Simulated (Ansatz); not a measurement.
# CH₈OSiSn: up Jacob's ladder to CCSD(T)

Aim: compute CH₈OSiSn with functionals from several rungs and with coupled cluster. The yardstick is the atomisation energy at the CCSD(T) limit.

The runs use Ansatz 0.2.0, Gaussian basis; functionals in def2-TZVPP, the program's frozen cores in correlated methods.

Levels to be run: PBE-D4, r2SCAN-D4, PBE0-D4, B3LYP-D4, ωB97X-V, ωB97M-V, B2PLYP; CCSD(T)/def2-TZVPP; MP2/def2-QZVPP; extrapolation to the limit.

## Step 1: The geometry

An earlier PBE0-D4 in a triple-zeta def2 set relaxation fixed the geometry. Sn takes the def2 core potential; no spin-orbit term is included.

12 atoms, charge 0, spin multiplicity 1.

Atoms are counted from 1 here; the program's logs count them from 0.

Bond lengths: O1–Sn2 1.971 Å, O1–H5 0.960 Å, Sn2–C3 2.145 Å, Sn2–H6 1.703 Å, Sn2–H7 1.713 Å, C3–Si4 1.864 Å, C3–H8 1.093 Å, C3–H9 1.094 Å, Si4–H10 1.488 Å, Si4–H11 1.490 Å, Si4–H12 1.488 Å. Angles: Sn2–O1–H5 113.1°, O1–Sn2–C3 106.9°, O1–Sn2–H6 103.1°, O1–Sn2–H7 108.8°, C3–Sn2–H6 113.1°, C3–Sn2–H7 111.3°, H6–Sn2–H7 113.0°, Sn2–C3–Si4 113.0°, Sn2–C3–H8 106.4°, Sn2–C3–H9 108.4°, Si4–C3–H8 110.7°, Si4–C3–H9 110.3°, H8–C3–H9 107.8°, C3–Si4–H10 109.9°, C3–Si4–H11 110.0°, C3–Si4–H12 112.4°, H10–Si4–H11 107.8°, H10–Si4–H12 108.5° and more.

## Step 2: PBE-D4 (GGA)

Contents of in.yaml:

```yaml
crystal:
  periodic: [false, false, false]
  atoms:
    - {symbol: O, position_ang: [-2.126250, 1.209016, -0.471551]}
    - {symbol: Sn, position_ang: [-0.488995, 1.414001, 0.605865]}
    - {symbol: C, position_ang: [0.336103, -0.548609, 0.863853]}
    - {symbol: Si, position_ang: [0.898767, -1.318477, -0.737810]}
    - {symbol: H, position_ang: [-1.959012, 0.854825, -1.347689]}
    - {symbol: H, position_ang: [-1.064765, 2.093774, 2.056761]}
    - {symbol: H, position_ang: [0.598058, 2.440125, -0.229925]}
    - {symbol: H, position_ang: [-0.446234, -1.154171, 1.328997]}
    - {symbol: H, position_ang: [1.170837, -0.481822, 1.567312]}
    - {symbol: H, position_ang: [2.042624, -0.546983, -1.295724]}
    - {symbol: H, position_ang: [-0.205745, -1.281754, -1.737453]}
    - {symbol: H, position_ang: [1.321612, -2.735123, -0.568736]}
basis:
  gaussian: {orbitals: def2-TZVPP}
hamiltonian: {xc: pbe, dispersion: d4}
output: {forces: true, orbitals: {seedname: orbitals}}
```

Command:

```
$ ansatz run in.yaml --threads 4 --pin off --events-out ev --progress --plain --max-ram 10444MiB
```

After this run come: r2SCAN-D4 (meta-GGA); PBE0-D4 (hybrid); B3LYP-D4 (hybrid); ωB97X-V (range-separated); ωB97M-V (range-separated); B2PLYP (double hybrid); CCSD(T) in def2-TZVPP; MP2 in def2-QZVPP.

Q: Predict the results of all the runs planned. Wanted: atomisation energy, CCSD(T)/CBS; farthest; mean size of error, hybrid; mean size of error, range-separated; gap, smallest and largest; T1 diagnostic; triples share of the correlation energy.

**Answer**, as computed:

| quantity | value |
| --- | --- |
| atomisation energy, CCSD(T)/CBS | 3775.5 kJ/mol |
| functionals within 37.8 kJ/mol (1.0 %) | PBE-D4, ωB97X-V, ωB97M-V |
| farthest | B2PLYP (-88.5 kJ/mol) |
| mean size of error, hybrid | 62.1 kJ/mol |
| mean size of error, range-separated | 17.8 kJ/mol |
| gap, smallest and largest | 5.35 eV (PBE-D4), 11.79 eV (ωB97X-V) |
| T1 diagnostic | 0.0128 |
| triples share of the correlation energy | 3.3 % |

PBE-D4 misses by -37.7 kJ/mol. Double hybrids carry the basis error of their MP2 part in triple zeta, and no dispersion term here, so their miss is partly the set-up's. Misses under about 37.8 kJ/mol are within the doubt on the reference itself, which lacks core-valence correlation, spin-orbit coupling and higher excitations, and its outer-core shells are covered unevenly. All levels share the lack of spin-orbit coupling, which lowers the free heavy atoms and so the true binding. Hartree-Fock recovers 72 % of the binding; the rest is correlation. The gap grows from 5.4 to 11.8 eV across the functionals, mostly with the share of exact exchange. Correlated methods include outer-core shells of Sn, which these sets cover unevenly.
